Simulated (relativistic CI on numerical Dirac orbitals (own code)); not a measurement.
# Zr⁺: 3d photoemission multiplets

Wanted: the shape of the 3d photoemission spectrum of Zr⁺ in 4 surroundings, from the same atomic integrals.

The numbers are computed with relativistic CI on numerical Dirac orbitals (own code) version 3 (Dirac-Coulomb-Breit CI, KLI orbitals optimised for each configuration, model QED (radiative potential, 1s self-energy scaled to tabulated hydrogen-like ionisation energies), multiplet model of photoemission in the sudden approximation), except any that are marked as measured or tabulated.

### Step 1. The system

| Item | Value |
| --- | --- |
| ion | Zr⁺ (Zr II) |
| nuclear charge | 40 |
| electrons | 39 |
| configurations | [Kr] 4d3 → [Ar] 3d9 4s2 4p6 4d3 |
| temperature | 300 K |
| widths | Lorentz 0.42 eV, Gauss 0.5 eV |
| surrounding 1 | free ion |
| surrounding 2 | D4h, 10Dq = 16000, Ds = -1500, Dt = -580 cm⁻¹ |
| surrounding 3 | D4h, 10Dq = 16000, Ds = -600, Dt = -580 cm⁻¹ |
| surrounding 4 | D4h, 10Dq = 16000, Ds = 300, Dt = -580 cm⁻¹ |

### Step 2. Surrounding 1: free ion

Input settings:

```ini
atom Zr  Z=40  charge=1  electrons=39
nucleus A=90  rms_radius_fm=4.2694
hamiltonian dirac-coulomb  breit=on  qed=on  c_scale=1
orbitals kli  potential=per-configuration
slater_scale 1
correlation none
mixing on
configurations
  [Kr] 4d3
  [Ar] 3d9 4s2 4p6 4d3
end
photoemission 3d T=300 lorentz=0.42 gauss=0.5
crystal_field free
```

Main fields of the result record, rounded:

```text
{
  "status": "converged",
  "curve, one point in 3 above 2 % of the maximum [energy, intensity] [eV; 1/eV]": [
    [189.3, 0.00942],
    [189.6, 0.01256],
    [189.9, 0.01781],
    [190.2, 0.02788],
    [190.5, 0.0524],
    [190.8, 0.1246],
    [191.1, 0.2768],
    [191.4, 0.4211],
    [191.7, 0.4231],
    [192, 0.2641],
    [192.3, 0.1232],
    [192.6, 0.08113],
    [192.9, 0.08429],
    [193.2, 0.1029],
    [193.5, 0.1739],
    [193.8, 0.2684],
    [194.1, 0.245],
    [194.4, 0.1389],
    [194.7, 0.07693],
    [195, 0.05058],
    [195.3, 0.0357],
    [195.6, 0.02382],
    [195.9, 0.0152],
    [196.2, 0.0102],
    [199.3, 0.01114],
    [199.6, 0.01305],
    [199.9, 0.01652],
    [200.2, 0.02234],
    [200.5, 0.01721],
    [200.8, 0.009445]
  ],
  "sticks, the strongest [energy, strength] [eV, share]": [
    [191.13, 0.02228],
    [191.22, 0.05754],
    [191.32, 0.06276],
    [191.45, 0.02587],
    [191.54, 0.03425],
    [191.57, 0.02272],
    [191.6, 0.05454],
    [191.64, 0.03808],
    [191.8, 0.02274],
    [191.85, 0.06398],
    [193.67, 0.02375],
    [193.91, 0.03624],
    [193.96, 0.06055],
    [194.03, 0.0379]
  ],
  "centroid [eV]": 192.802,
  "spread [eV]": 1.92921,
  "peak [eV]": 191.6,
  "ground_S": 1.49898,
  "radial 3d9 4d3 [Ha, bohr]": {"<r^-3>(3d)": 46.87, "<r^1>(3d)": 0.44227, "<r^2>(3d)": 0.23518, "<r^4>(3d)": 0.10726, "zeta(3d)": 0.035057, "<r^-3>(4d)": 3.4095, "<r^1>(4d)": 1.8545, "<r^2>(4d)": 4.0742, "<r^4>(4d)": 30.115, "F2(4d,4d)": 0.24519, "F4(4d,4d)": 0.15962, "F2(3d,4d)": 0.10996, "F4(3d,4d)": 0.045876, "G0(3d,4d)": 0.034232, "G2(3d,4d)": 0.038173, "G4(3d,4d)": 0.02864, "zeta(4d)": 0.0021056}
}
```

Wall time 1.1 s (1 thread, shared host).

### Step 3. Surrounding 2: D4h, 10Dq = 16000, Ds = -1500, Dt = -580

Changes to the settings of step 2:

```diff
@@ -12,2 +12,2 @@
 photoemission 3d T=300 lorentz=0.42 gauss=0.5
-crystal_field free
+crystal_field D4h 10Dq=16000 Ds=-1500 Dt=-580
```

Result record:

```text
{
  "status": "converged",
  "curve, one point in 4 above 2 % of the maximum [energy, intensity] [eV; 1/eV]": [
    [189.4, 0.009524],
    [189.8, 0.01413],
    [190.2, 0.02371],
    [190.6, 0.05093],
    [191, 0.1676],
    [191.4, 0.4248],
    [191.8, 0.4133],
    [192.2, 0.1815],
    [192.6, 0.07163],
    [193, 0.07518],
    [193.4, 0.1318],
    [193.8, 0.2604],
    [194.2, 0.2503],
    [194.6, 0.1265],
    [195, 0.05858],
    [195.4, 0.03098],
    [195.8, 0.0199],
    [196.2, 0.01363],
    [196.6, 0.01],
    [201.6, 0.01528],
    [202, 0.01565]
  ],
  "sticks, the strongest [energy, strength] [eV, share]": [
    [191.35, 0.07362],
    [191.4, 0.04917],
    [191.41, 0.07378],
    [191.56, 0.07356],
    [191.6, 0.07388],
    [191.81, 0.06999],
    [191.94, 0.04388],
    [193.98, 0.02834]
  ],
  "centroid [eV]": 192.841,
  "spread [eV]": 1.8552,
  "peak [eV]": 191.6,
  "ground_S": 1.49971
}
```

Wall time 0.91 s (1 thread, shared host).

### Step 4. Surrounding 3: D4h, 10Dq = 16000, Ds = -600, Dt = -580

Changes to the settings of step 3:

```diff
@@ -12,2 +12,2 @@
 photoemission 3d T=300 lorentz=0.42 gauss=0.5
-crystal_field D4h 10Dq=16000 Ds=-1500 Dt=-580
+crystal_field D4h 10Dq=16000 Ds=-600 Dt=-580
```

Result record:

```text
{
  "status": "converged",
  "curve, one point in 4 above 2 % of the maximum [energy, intensity] [eV; 1/eV]": [
    [189.4, 0.009526],
    [189.8, 0.01413],
    [190.2, 0.02371],
    [190.6, 0.0509],
    [191, 0.1674],
    [191.4, 0.4251],
    [191.8, 0.4144],
    [192.2, 0.1817],
    [192.6, 0.07103],
    [193, 0.07408],
    [193.4, 0.1325],
    [193.8, 0.2589],
    [194.2, 0.2525],
    [194.6, 0.1262],
    [195, 0.05875],
    [195.4, 0.03042],
    [195.8, 0.0191],
    [196.2, 0.01397],
    [196.6, 0.01017],
    [201.6, 0.01612],
    [202, 0.01568]
  ],
  "sticks, the strongest [energy, strength] [eV, share]": [
    [191.35, 0.07374],
    [191.4, 0.04923],
    [191.41, 0.07388],
    [191.45, 0.02473],
    [191.56, 0.07364],
    [191.6, 0.07395],
    [191.81, 0.04665],
    [191.93, 0.04384]
  ],
  "centroid [eV]": 192.841,
  "spread [eV]": 1.85516,
  "peak [eV]": 191.6,
  "ground_S": 1.49971
}
```

Run time: 0.98 s. Hardware: 1 thread, shared host.

### Step 5. Surrounding 4: D4h, 10Dq = 16000, Ds = 300, Dt = -580

Changes to the settings of step 4:

```diff
@@ -12,2 +12,2 @@
 photoemission 3d T=300 lorentz=0.42 gauss=0.5
-crystal_field D4h 10Dq=16000 Ds=-600 Dt=-580
+crystal_field D4h 10Dq=16000 Ds=300 Dt=-580
```

Result record:

```text
{
  "status": "converged",
  "curve, one point in 4 above 2 % of the maximum [energy, intensity] [eV; 1/eV]": [
    [189.4, 0.009525],
    [189.8, 0.01413],
    [190.2, 0.02371],
    [190.6, 0.05091],
    [191, 0.1674],
    [191.4, 0.4253],
    [191.8, 0.4134],
    [192.2, 0.1814],
    [192.6, 0.07265],
    [193, 0.07396],
    [193.4, 0.131],
    [193.8, 0.2582],
    [194.2, 0.2557],
    [194.6, 0.1257],
    [195, 0.05779],
    [195.4, 0.03066],
    [195.8, 0.01881],
    [196.2, 0.01413],
    [196.6, 0.01067],
    [201.4, 0.01175],
    [201.8, 0.01607],
    [202.2, 0.01057]
  ],
  "sticks, the strongest [energy, strength] [eV, share]": [
    [191.35, 0.07375],
    [191.4, 0.04924],
    [191.41, 0.07388],
    [191.56, 0.07361],
    [191.6, 0.07393],
    [191.8, 0.04624],
    [191.93, 0.04356],
    [193.97, 0.03163]
  ],
  "centroid [eV]": 192.841,
  "spread [eV]": 1.85521,
  "peak [eV]": 191.6,
  "ground_S": 1.49968
}
```

Run time: 0.95 s. Hardware: 1 thread, shared host.

### Step 6. Comparison

| surrounding | ground S | centroid (eV) | spread (eV) | up to four highest peaks (% of the highest), eV |
| --- | --- | --- | --- | --- |
| 1: free | 1.50 | 192.80 | 1.93 | 191.6 (100), 193.9 (63) |
| 2: D4h | 1.50 | 192.84 | 1.86 | 191.6 (100), 194.0 (62) |
| 3: D4h | 1.50 | 192.84 | 1.86 | 191.6 (100), 194.0 (61) |
| 4: D4h | 1.50 | 192.84 | 1.86 | 191.6 (100), 194.0 (61) |

### Step 7. Results

| quantity | value |
| --- | --- |
| highest peak, first run | 191.6 eV |
| ground spin (effective S from ⟨S²⟩) | 1.50 |

What this shows: The highest peak stays in place, within the step of the energy grid, in all surroundings. Energies are those of the free ion without screening by ligands; binding energies in solids differ by tens of eV.
